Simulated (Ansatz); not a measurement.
The same calculation of Sr, space group Imma as a Python script and as an input file (the Python package of Ansatz (0.2.0)).

Script `sr.py`:
```python
"""Single point of Sr through the engine session."""

from collections import Counter
import warnings

import ansatz as az

warnings.simplefilter("ignore", az.DeckWarning)

deck = {
    "crystal": {
        "lattice": [[-2.81, 2.86, 1.525], [2.81, -2.86, 1.525], [2.81, 2.86, -1.525]],
        "atoms": [
            {"symbol": "Sr", "position": [0.375, 0.125, 0.25]},
            {"symbol": "Sr", "position": [0.625, 0.875, 0.75]},
        ],
    },
    "kpoints": {"mp_grid": {"grid": [9, 9, 9]}},
    "hamiltonian": {"xc": "lda"},
    "scf": {"occupations": {"method": "fermi_dirac", "width": 0.05}},
    "output": {"forces": True},
}

planned = az.Session.from_dict(deck).plan(threads=1, pin="off")
outcome = planned.execute()
data = outcome.report

for key in ("converged", "n_iterations", "n_electrons", "n_kpoints", "n_pw", "n_symmetry_ops", "free_energy_ev", "fermi_energy_ev"):
    print(f"{key:18s} {data[key]}")

# forces in eV per angstrom
print("forces (eV/A)")
for site, force in zip(outcome.lattice.sites, data["forces_ev_ang"]):
    print(f"  {site.symbol:2s} {force[0]:9.4f} {force[1]:9.4f} {force[2]:9.4f}")

told = Counter((n["data"]["severity"], n["data"]["kind"]) for n in outcome.notices if n["event"] == "notice")
for (severity, kind), count in sorted(told.items()):
    print(f"{severity:8s} {kind} x{count}")

used = data["setup"]
print("cutoffs (eV):", used["ecut_ev"], used["ecutrho_ev"], " FFT grid:", used["fft_dense"])
print("cell volume {:.3f} A^3, {} symmetry operations".format(used["cell_volume_ang3"], used["n_sym_ops"]))
```

```console
$ python sr.py
converged          True
n_iterations       6
n_electrons        20.0
n_kpoints          125
n_pw               953
n_symmetry_ops     8
free_energy_ev     -6886.2463168502545
fermi_energy_ev    12.694567023485822
forces (eV/A)
  Sr    0.0000    0.0000   -0.0018
  Sr    0.0000   -0.0000    0.0018
audit    band_cg_iterations x1
audit    preconditioner_resolved x1
cutoffs (eV): 420.0 1680.0  FFT grid: [30, 30, 30]
cell volume 49.023 A^3, 8 symmetry operations
```

`input.yaml`:
```yaml
crystal:
  lattice:
    - [-2.81, 2.86, 1.525]
    - [2.81, -2.86, 1.525]
    - [2.81, 2.86, -1.525]
  atoms:
    - { symbol: Sr, position: [0.375, 0.125, 0.25] }
    - { symbol: Sr, position: [0.625, 0.875, 0.75] }
kpoints:
  mp_grid:
    grid: [9, 9, 9]
hamiltonian:
  xc: lda
scf:
  occupations:
    method: fermi_dirac
    width: 0.05
output:
  forces: true
```

What to keep in mind:
- Absolute energies stand on the zero of these potentials, so only differences at equal settings mean something. A total without «per atom» is that of the cell as typed.
- Only differences from the Fermi energy are physical; the zero of the scale is a convention.
- This isn't the structure that Sr takes at ambient conditions.
- Timing: 3.3 s on 1 thread of Arm Neoverse V2, with other jobs on the host, peak memory 0.38 GiB.

(Lines on the test bed's own set-up are left out of the output.)
